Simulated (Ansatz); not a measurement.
# triplet GeH3F at 3 levels

Wanted: a comparison of 3 runs (UHF/STO-3G, UB3LYP/6-31G*, UMP2/def2-TZVP) of triplet GeH3F. 

The calculation is run with Ansatz 0.2.0.

10 further runs of the same task are left out: 10 set aside as unsound or not needed.

## 1. The system as given

GeH3F: 5 atoms, total charge 0, spin state triplet. As SMILES of the parent species, `[H][Ge]([H])([H])[F]`. The shape comes from GFN2-xTB, which is rough for such elements, and wasn't checked as a minimum. That shape belongs to the parent species and isn't relaxed for this state.

Bond lengths: Ge1–F2 1.735 Å, Ge1–H3 1.493 Å, Ge1–H4 1.492 Å, Ge1–H5 1.493 Å. Angles: F2–Ge1–H3 103.4°, F2–Ge1–H4 103.3°, F2–Ge1–H5 103.4°, H3–Ge1–H4 114.7°, H3–Ge1–H5 114.9°, H4–Ge1–H5 114.9°.

## 2. The energy at UHF/STO-3G (run 1)

The input, in.yaml:

```yaml
crystal:
  periodic: [false, false, false]
  atoms:
    - {symbol: Ge, position_ang: [-0.001260, 0.000720, -0.139740]}
    - {symbol: F, position_ang: [0.010260, -0.018210, 1.594920]}
    - {symbol: H, position_ang: [1.448570, 0.011740, -0.494610]}
    - {symbol: H, position_ang: [-0.731820, 1.260740, -0.465520]}
    - {symbol: H, position_ang: [-0.725750, -1.254990, -0.495050]}
basis:
  gaussian:
    orbitals: STO-3G
magnetization:
  spin_polarized: true
  initial_magnetization: 2
hamiltonian:
  xc: hf
accuracy: high
output:
  orbitals: {seedname: orbitals}
```

Started as:

```console
$ ansatz run in.yaml --threads 1 --pin off --max-ram 2610MiB --events-out events.jsonl --progress --plain --runs-dir runs
```

What it wrote:

```text
Warning: RAYON_NUM_THREADS=1 ignored (pool sized by the plan → 1); use --threads N
Functional definition: HF
  name "HF"
  exchange = exact_x
  correlation = 0
388 factors; integrals over basis functions are off by at most 3.9e-9 eV
mean field evaluation 1: about -58534.1750 eV, gradient 1.1e1 eV
mean field evaluation 2: about -58534.3251 eV, gradient 1.1e1 eV
mean field evaluation 4: about -58537.7431 eV, gradient 4.9e0 eV
mean field evaluation 8: about -58538.4801 eV, gradient 8.5e-2 eV
mean field evaluation 16: about -58538.4797 eV, gradient 6.0e-3 eV
mean field evaluation 32: about -58538.4797 eV, gradient 3.7e-5 eV
mean field evaluation 64: about -58538.4374 eV, gradient 1.9e0 eV
mean field evaluation 96: about -58538.3999 eV, gradient 8.5e-1 eV
mean field evaluation 128: about -58538.4795 eV, gradient 9.7e-4 eV
mean field evaluation 160: about -58538.4797 eV, gradient 5.2e-4 eV
mean field -58538.47973087 eV, -2151.2494513027 hartree, gradient 7.1e-8 eV, S^2 2.009886; 2 other end points of the search recorded, 0 dependent functions left out
reference -58538.47973087 eV, -2151.2494513027 hartree; 23, 21 occupied and 3, 5 virtual orbitals, 388 factors
Total energy: -58538.47973087 eV, -2151.2494513027 hartree
```

Run time: 1.5 s. Hardware: 1 thread of Intel Xeon Platinum 8488C (Sapphire Rapids), shared host; peak memory 0.1 GiB.

## 3. A single-point energy at UB3LYP/6-31G(d) (spherical functions) (run 2)

The input, in.yaml:

```yaml
crystal:
  periodic: [false, false, false]
  atoms:
    - symbol: Ge
      position_ang: [-0.001260, 0.000720, -0.139740]
    - symbol: F
      position_ang: [0.010260, -0.018210, 1.594920]
    - symbol: H
      position_ang: [1.448570, 0.011740, -0.494610]
    - symbol: H
      position_ang: [-0.731820, 1.260740, -0.465520]
    - symbol: H
      position_ang: [-0.725750, -1.254990, -0.495050]
basis:
  gaussian: {orbitals: 6-31Gs-spherical.json}
hamiltonian: {xc: {name: B3LYP}}
output: {orbitals: {seedname: orbitals}}
magnetization: {spin_polarized: true, initial_magnetization: 2}
accuracy: high
```

The basis set 6-31G* is read from a file made from the Basis Set Exchange's data (not shown).

Started as:

```console
$ ansatz run in.yaml --threads 1 --pin off --max-ram 2610MiB --events-out events.jsonl --progress --plain --runs-dir runs
```

What it wrote:

```text
Warning: RAYON_NUM_THREADS=1 ignored (pool sized by the plan → 1); use --threads N
Functional definition: B3LYP
  name "B3LYP"
  parameter a0 = 0.2
  parameter ax = 0.72
  parameter ac = 0.81
  exchange = (1 - a0 - ax)*slater_x + ax*b88_x + a0*exact_x
  correlation = (1 - ac)*vwn_rpa_c + ac*lyp_c
1059 factors; integrals over basis functions are off by at most 3.9e-9 eV
mean field evaluation 1: about -59268.4934 eV, gradient 2.2e1 eV
mean field evaluation 2: about -59257.1700 eV, gradient 5.9e1 eV
mean field evaluation 4: about -59270.1470 eV, gradient 4.0e0 eV
mean field evaluation 8: about -59270.2939 eV, gradient 2.7e-1 eV
mean field evaluation 16: about -59270.2940 eV, gradient 2.3e-2 eV
mean field evaluation 32: about -59269.2541 eV, gradient 1.1e1 eV
mean field evaluation 64: about -59270.2951 eV, gradient 2.7e-6 eV
mean field -59270.29979784 eV, -2178.1433427184 hartree, gradient 4.5e-8 eV, S^2 2.005607; 6 other end points of the search recorded, 0 dependent functions left out
reference -59270.29983295 eV, -2178.1433440088 hartree; 23, 21 occupied and 29, 31 virtual orbitals, 1059 factors
Total energy: -59270.29983295 eV, -2178.1433440088 hartree
```

Run time: 24 s. Hardware: 1 thread of Intel Xeon Platinum 8488C (Sapphire Rapids), shared host; peak memory 0.23 GiB.

## 4. The energy at UMP2/def2-TZVP (run 3)

The input, molecule.yaml:

```yaml
crystal:
  periodic: [false, false, false]
  atoms:
    - symbol: Ge
      position_ang: [-0.001260, 0.000720, -0.139740]
    - symbol: F
      position_ang: [0.010260, -0.018210, 1.594920]
    - symbol: H
      position_ang: [1.448570, 0.011740, -0.494610]
    - symbol: H
      position_ang: [-0.731820, 1.260740, -0.465520]
    - symbol: H
      position_ang: [-0.725750, -1.254990, -0.495050]
basis:
  gaussian:
    orbitals: def2-TZVP
magnetization:
  spin_polarized: true
  initial_magnetization: 2
correlation:
  method: mp2
  frozen_orbitals: {F: 1, Ge: 9, H: 0}
accuracy: high
```

Started as:

```console
$ ansatz run molecule.yaml --threads 1 --pin off --max-ram 2610MiB --events-out events.jsonl --progress --plain --runs-dir runs
```

What it wrote (excerpt; [...] marks lines left out):

```text
Warning: RAYON_NUM_THREADS=1 ignored (pool sized by the plan → 1); use --threads N
[... 2 set-up lines as earlier in the session ...]
[...]
1600 factors; integrals over basis functions are off by at most 4.5e-9 eV
[...]
mean field -59220.88956526 eV, -2176.3275501628 hartree, gradient 3.2e-8 eV, S^2 2.012711; 12 other end points of the search recorded, 0 dependent functions left out
10 core orbitals not correlated: weight in the atoms' cores, before any rotation towards them, 1.000 or more for the frozen orbitals, at most 0.000 for the correlated occupied ones
reference -59220.88956526 eV, -2176.3275501628 hartree; 13, 11 occupied and 74, 76 virtual orbitals, 1600 factors
second order -13.74022832 eV of doubles, -0.00000000 eV of singles
Total energy: -59234.62979359 eV, -2176.8324942401 hartree
```

Run time: 36 s. Hardware: 1 thread of Intel Xeon Platinum 8488C (Sapphire Rapids), shared host; peak memory 0.33 GiB.

## 5. All runs side by side

```
run                                level  frozen core orbitals   energy (Eh)  HOMO energy (eV)   ⟨S²⟩  wall time
  1                           UHF/STO-3G                     –  -2151.249451              0.06  2.010      1.5 s
  2  UB3LYP/6-31G* (spherical functions)                     –  -2178.143344             -2.33  2.006       24 s
  3                       UMP2/def2-TZVP                    10  -2176.832494                 –  2.013       36 s
```

## 6. Summary of results

```
                                           quantity           value
                                run 3: total energy  -2176.83249 Eh
run 3: correlation energy (10 core orbitals frozen)      -504.9 mEh
           run 3: ⟨S²⟩ of the reference determinant           2.013
```

**Reading.** In run 1 the basis is minimal, so the values are rough. All runs together took 61 s, the longest 36 s.
